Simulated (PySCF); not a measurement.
# NiS₂⁻: quartet, from a bent start

Aim: relax NiS₂⁻ as a quartet from a bent start, check by its vibrations whether the end is a minimum, and collect its spectrum and constants.

Method: PBE0, basis Ni def2-SVPD, S def2-SVPD, no relativity, density fitting; program: PySCF 2.14.0.

## 1. The system as given

3 atoms, charge -1, spin multiplicity 4.

Bond lengths: Ni1–S2 1.950 Å, Ni1–S3 1.950 Å. Angles: S2–Ni1–S3 110.0°.

Coordinates in bohr (charge -1 multiplicity 4):
```
Ni    0.0000    0.0000    0.0000
S     3.0185    0.0000    2.1137
S    -3.0185    0.0000    2.1137
```

## 2. The SCF at the typed geometry

The steps below are one call of a driver around PySCF. For each, scf.py gives the equivalent set-up of the SCF; relaxations use the driver's own optimiser. After this first run the driver tries any further starts and a stability analysis.

scf.py reads:

```python
from pyscf import gto, scf, dft
mol = gto.M(atom='''
Ni     0.000000     0.000000     0.000000
S      1.597300     0.000000     1.118500
S     -1.597300     0.000000     1.118500''',
    basis={'Ni': 'def2-SVPD', 'S': 'def2-SVPD'},
    charge=-1, spin=3)
mf = dft.UKS(mol, xc='PBE0')
mf.grids.atom_grid = (50, 194)
aux = {'Ni': 'def2-universal-JKFIT', 'S': 'def2-universal-JKFIT'}
mf = mf.density_fit(auxbasis=aux)
mf.conv_tol = 1e-08
mf.diis_space = 10
mf.max_cycle = 60
mf.init_guess = 'minao'
mf.verbose = 4
mf.kernel()
```

Started as:

```console
> OMP_NUM_THREADS=2 python axn.py task.json out
```

Further steps of the session: Relaxing the quartet from the bent start; Vibrations and properties at this point.

Before running it: what results should come out? Wanted: minimum; geometry; wavenumbers; dipole moment; highest occupied, lowest empty level; polar-tensor charge of Ni1; zero-point energy; ⟨S²⟩.

**Answer**, as computed:

```
                                          quantity                             value
                                           minimum                      quartet, D∞h
                                          geometry  Ni–S 2.077 Å (×2); S–Ni–S 180.0°
                                wavenumbers (cm⁻¹)                  74, 87, 366, 502
                    dipole moment (centre of mass)                            0.00 D
highest occupied, lowest empty level (either spin)                    -1.78, 0.42 eV
                        polar-tensor charge of Ni1                           +0.15 e
                                 zero-point energy                        6.2 kJ/mol
                               entropy at 298.15 K                   290.2 J/(mol K)
                                              ⟨S²⟩                             3.779
```

**Reading.** The bent start (C2v) ends in a minimum of D∞h symmetry. In the infrared the band at 74 cm⁻¹ (bend) leads. Most of the spin sits on Ni1 (Mulliken spin 1.50, against 3 for the whole molecule). Other starts or spin states, not run here, may lie lower. The SCF density has lower symmetry than the nuclear frame. One determinant may miss the lowest occupation of an open d or f shell.
